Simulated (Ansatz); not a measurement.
AlCl3H3N, SMILES [NH3+][Al-]([Cl])([Cl])[Cl]: vertical energies of changing the electron count, run with Ansatz's Python interface.

`alcl3h3n.py`
```python
# -*- coding: utf-8 -*-
"""Removing and adding an electron on AlCl3H3N at fixed geometry."""

import ansatz as az

SETTINGS = {
    "basis_set": "def2-SVPD",
    "method": "mp2",
}


def total_energy(molecule, charge=0, unpaired=0):
    calc = molecule.calculation().basis(gaussian=SETTINGS["basis_set"]).correlation(SETTINGS["method"])
    if charge:
        calc = calc.charge(charge)
    if unpaired:
        calc = calc.spin("collinear", total=unpaired)
    report = calc.run().report
    if report["published_state_doubts"]:
        print("  doubts:", report["published_state_doubts"])
    return report["free_energy_ev"]

GEOMETRY = """
N    -0.71540   -0.30750    0.76150
Al    0.54840    0.18070   -0.56180
Cl    2.19900   -1.24600   -0.44680
Cl   -0.27860    0.09300   -2.57870
Cl    1.29850    2.22400   -0.20540
H    -0.34360   -0.20100    1.70320
H    -1.53430    0.41200    0.69920
H    -1.08190   -1.21230    0.57300
"""


def main():
    geometry = az.Crystal.molecule()
    for line in GEOMETRY.strip().splitlines():
        symbol, *xyz = line.split()
        geometry = geometry.atom(symbol, [float(v) for v in xyz])

    # total-energy differences at one geometry
    parent = total_energy(geometry, 0, 0)
    cation = total_energy(geometry, 1, 1)
    print(f"E(N)   = {parent:.5f} eV")
    print(f"E(N-1) = {cation:.5f} eV  (1 unpaired)")
    print(f"vertical ionisation energy {cation - parent:.3f} eV")
    anion = total_energy(geometry, -1, 1)
    print(f"E(N+1) = {anion:.5f} eV  (1 unpaired)")
    print(f"vertical electron affinity {parent - anion:.3f} eV" + ("" if anion < parent else " (unbound in this basis)"))
    print(f"fundamental gap IP - EA = {cation + anion - 2 * parent:.3f} eV")


if __name__ == "__main__":
    main()
```

What does it cost to change the electron count at this fixed geometry?

At this unrelaxed geometry removing an electron costs 11.08 eV and adding one releases 0.08 eV.

The run itself:

```console
$ python alcl3h3n.py
E(N)   = -45634.78431 eV
E(N-1) = -45623.70292 eV  (1 unpaired)
vertical ionisation energy 11.081 eV
E(N+1) = -45634.86175 eV  (1 unpaired)
vertical electron affinity 0.077 eV
fundamental gap IP - EA = 11.004 eV
```

Reading the output:
- Total energies depend on the basis set; only differences at equal settings carry meaning.
- The geometry is a force-field or estimated start, not a minimum of this method, and the basis set is short of its limit. All parts are taken at fixed geometry, without zero-point energy. At an unrelaxed start these energies can be a whole eV from those at the minimum, and a small affinity can change sign.
- Wall time of the script: 99 s on 1 thread of Intel(R) Xeon(R) Platinum 8488C (Sapphire Rapids), with other jobs on the host, peak memory 0.7 GiB.

(A comment or docstring line of the script was reworded after the run, the code is as it ran; lines on the test bed's own set-up are left out of the output.)
